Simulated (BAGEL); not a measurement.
# C2H4SSi (SMILES [SiH3]C#CS): HF/6-31G(d) (density fitting with qzvpp-jkfit, spherical functions)

Aim: the vertical ionisation energy of C2H4SSi at HF/6-31G* (density fitting with qzvpp-jkfit, spherical functions), from 2 runs. 

The results are computed with BAGEL 1.2.2.

**1. Starting point**

The species is C2H4SSi (8 atoms), meant as a singlet with charge 0. As SMILES, `[SiH3]C#CS`. The shape is that of a PBE0-D4/def2-TZVP optimisation.

Bond lengths: Si1–C2 1.816 Å, C2–C3 1.214 Å, C3–S4 1.675 Å, Si1–H5 1.484 Å, Si1–H6 1.484 Å, Si1–H7 1.484 Å, S4–H8 1.346 Å. Angles: Si1–C2–C3 179.1°, C2–C3–S4 175.3°, C2–Si1–H5 110.0°, C2–Si1–H6 110.0°, C2–Si1–H7 108.6°, C3–S4–H8 96.8°, H5–Si1–H6 109.2°, H5–Si1–H7 109.5°, H6–Si1–H7 109.5°.

**2. A single-point energy at HF/6-31G(d) (density fitting with qzvpp-jkfit, spherical functions)**

File hf.json:

```json
{ "bagel": [

{
  "title": "molecule",
  "basis": "6-31gs.json",
  "df_basis": "qzvpp-jkfit",
  "angstrom": true,
  "geometry": [
    { "atom": "Si", "xyz": [      -0.315300,       1.472200,      -0.615100 ] },
    { "atom": "C", "xyz": [      -0.112800,      -0.194000,       0.079300 ] },
    { "atom": "C", "xyz": [       0.040500,      -1.305700,       0.541200 ] },
    { "atom": "S", "xyz": [       0.116100,      -2.848300,       1.189600 ] },
    { "atom": "H", "xyz": [      -1.151000,       1.412300,      -1.840200 ] },
    { "atom": "H", "xyz": [      -0.967800,       2.361000,       0.378600 ] },
    { "atom": "H", "xyz": [       1.025200,       2.010600,      -0.955600 ] },
    { "atom": "H", "xyz": [       1.457300,      -2.965300,       1.166400 ] }
  ]
},

{
  "title": "hf"
},

{
  "title": "print",
  "file": "orbitals.molden",
  "orbitals": true
}

]}
```

The basis set 6-31G* is read from a file made from the Basis Set Exchange's data (not shown).

The run is started by

```
$ BAGEL_NUM_THREADS=1 BAGEL hf.json > hf.out
```

Output:

```text
* using 1 threads per process

  ===============================================================
  ===============================================================

  *** Geometry ***

  { "atom" : "Si", "xyz" : [     -0.595831,      2.782055,     -1.162371 ] },
  { "atom" : "C", "xyz" : [     -0.213161,     -0.366607,      0.149855 ] },
  { "atom" : "C", "xyz" : [      0.076534,     -2.467415,      1.022720 ] },
  { "atom" : "S", "xyz" : [      0.219397,     -5.382507,      2.248018 ] },
  { "atom" : "H", "xyz" : [     -2.175075,      2.668860,     -3.477474 ] },
  { "atom" : "H", "xyz" : [     -1.828877,      4.461643,      0.715450 ] },
  { "atom" : "H", "xyz" : [      1.937347,      3.799483,     -1.805822 ] },
  { "atom" : "H", "xyz" : [      2.753898,     -5.603605,      2.204177 ] },

  Number of auxiliary basis functions:      478

  Since a DF basis is specified, we compute 2- and 3-index integrals:
    o Being stored without compression. Storage requirement is 0.020 GB

  Number of basis functions:       72
  Number of electrons      :       46

    * METHOD: MOLECULE                             0.21

  *** RHF ***

  === Nuclear Repulsion ===
   164.7210868156

      * DIIS with orbital gradients will be used.

  === RHF iteration (6-31gs.json) ===
      0       -764.31734433          0.01433628           0.06
      1       -764.40333690          0.00652224           0.06
      2       -764.41948511          0.00201426           0.06
      3       -764.42150844          0.00100989           0.07
      4       -764.42186519          0.00014593           0.05
      5       -764.42188776          0.00006032           0.05
      6       -764.42189237          0.00002950           0.05
      7       -764.42189395          0.00001356           0.06
      8       -764.42189436          0.00000471           0.06
      9       -764.42189440          0.00000126           0.06
     10       -764.42189440          0.00000044           0.05
     11       -764.42189441          0.00000014           0.05
     12       -764.42189441          0.00000005           0.04
     13       -764.42189441          0.00000002           0.05
     14       -764.42189441          0.00000001           0.05
     15       -764.42189441          0.00000001           0.05
    * SCF iteration converged.

    * Permanent dipole moment:
           (   -0.397923,     0.107624,    -0.023854) a.u.

    * METHOD: HF                                   0.98

    * METHOD: PRINT                                0.01

  ===============================================================
```

Run time: 1.4 s. Hardware: 1 thread of Intel Xeon Platinum 8488C (Sapphire Rapids), shared host; peak memory 0.1 GiB.

**3. The doublet cation, same level**

File input.json:

```json
{ "bagel": [

{
  "title": "molecule",
  "basis": "6-31gs.json",
  "df_basis": "qzvpp-jkfit",
  "angstrom": "true",
  "geometry": [
    { "atom": "Si", "xyz": [      -0.315300,       1.472200,      -0.615100 ] },
    { "atom": "C", "xyz": [      -0.112800,      -0.194000,       0.079300 ] },
    { "atom": "C", "xyz": [       0.040500,      -1.305700,       0.541200 ] },
    { "atom": "S", "xyz": [       0.116100,      -2.848300,       1.189600 ] },
    { "atom": "H", "xyz": [      -1.151000,       1.412300,      -1.840200 ] },
    { "atom": "H", "xyz": [      -0.967800,       2.361000,       0.378600 ] },
    { "atom": "H", "xyz": [       1.025200,       2.010600,      -0.955600 ] },
    { "atom": "H", "xyz": [       1.457300,      -2.965300,       1.166400 ] }
  ]
},

{ "title": "uhf", "charge": 1, "nopen": 1 },

{ "title": "print", "file": "orbitals.molden", "orbitals": "true" }

]}
```

The basis set 6-31G* is read from a file made from the Basis Set Exchange's data (not shown).

The run is started by

```
$ BAGEL_NUM_THREADS=1 BAGEL input.json > input.out
```

Output:

```text
* using 1 threads per process

  ===============================================================
  ===============================================================

  *** Geometry ***

  { "atom" : "Si", "xyz" : [     -0.595831,      2.782055,     -1.162371 ] },
  { "atom" : "C", "xyz" : [     -0.213161,     -0.366607,      0.149855 ] },
  { "atom" : "C", "xyz" : [      0.076534,     -2.467415,      1.022720 ] },
  { "atom" : "S", "xyz" : [      0.219397,     -5.382507,      2.248018 ] },
  { "atom" : "H", "xyz" : [     -2.175075,      2.668860,     -3.477474 ] },
  { "atom" : "H", "xyz" : [     -1.828877,      4.461643,      0.715450 ] },
  { "atom" : "H", "xyz" : [      1.937347,      3.799483,     -1.805822 ] },
  { "atom" : "H", "xyz" : [      2.753898,     -5.603605,      2.204177 ] },

  Number of auxiliary basis functions:      478

  Since a DF basis is specified, we compute 2- and 3-index integrals:
    o Being stored without compression. Storage requirement is 0.020 GB

  Number of basis functions:       72
  Number of electrons      :       46

    * METHOD: MOLECULE                             0.21

  *** Open-shell HF ***

  === Nuclear Repulsion ===
   164.7210868156

      * DIIS with orbital gradients will be used.

  === UHF iteration (6-31gs.json) ===
      0       -763.99424060          0.02733852           0.10
      1       -764.09190171          0.01360696           0.09
      2       -764.10847937          0.00824893           0.09
      3       -764.11668111          0.00157566           0.09
      4       -764.11790333          0.00073426           0.09
      5       -764.11824262          0.00029741           0.09
      6       -764.11855659          0.00022839           0.09
      7       -764.11883220          0.00015493           0.09
      8       -764.11910182          0.00006515           0.09
      9       -764.11919618          0.00004008           0.09
     10       -764.11926493          0.00003226           0.09
     11       -764.11930847          0.00003217           0.09
     12       -764.11933604          0.00003250           0.09
     13       -764.11931764          0.00003283           0.09
     14       -764.11940950          0.00002684           0.09
     15       -764.11946351          0.00002089           0.09
     16       -764.11946582          0.00001521           0.09
     17       -764.11946963          0.00000779           0.09
     18       -764.11946376          0.00000400           0.09
     19       -764.11946735          0.00000402           0.09
     20       -764.11946615          0.00000339           0.09
     21       -764.11946756          0.00000331           0.09
     22       -764.11946847          0.00000326           0.09
     23       -764.11947007          0.00000299           0.09
     24       -764.11947246          0.00000137           0.09
     25       -764.11947247          0.00000051           0.09
     26       -764.11947246          0.00000032           0.09
     27       -764.11947247          0.00000018           0.09
     28       -764.11947247          0.00000011           0.09
     29       -764.11947247          0.00000003           0.09
     30       -764.11947247          0.00000002           0.09
     31       -764.11947247          0.00000001           0.10
     32       -764.11947247          0.00000001           0.10
    * SCF iteration converged.

    * S^2 (UHF) is 0.8793

    * Permanent dipole moment:
           (   -0.594075,     1.433620,    -0.575881) a.u.

    * METHOD: UHF                                  3.19

    * METHOD: PRINT                                0.01

  ===============================================================
```

Run time: 3.9 s. Hardware: 1 thread of Intel Xeon Platinum 8488C (Sapphire Rapids), shared host; peak memory 0.1 GiB.

**4. Summary of results**

At HF/6-31G* (density fitting with qzvpp-jkfit, spherical functions):

```
                                          quantity          value
                     singlet C2H4SSi: total energy  -764.42189 Eh
                    singlet C2H4SSi: dipole moment         1.05 D
                      singlet C2H4SSi: HOMO energy       -9.41 eV
                      singlet C2H4SSi: LUMO energy        3.24 eV
                    singlet C2H4SSi: HOMO–LUMO gap       12.64 eV
                      doublet cation: total energy  -764.11947 Eh
                              doublet cation: ⟨S²⟩          0.879
vertical ionisation energy (to the doublet cation)       8.229 eV
```

What this shows: Removing an electron at fixed nuclei costs 8.23 eV (190 kcal/mol). −ε(HOMO) before ionisation, 9.41 eV, is 1.18 eV above this ionisation energy. ⟨S²⟩ (doublet cation) is 0.88 where a pure doublet has 0.75: the reference is spin-contaminated.
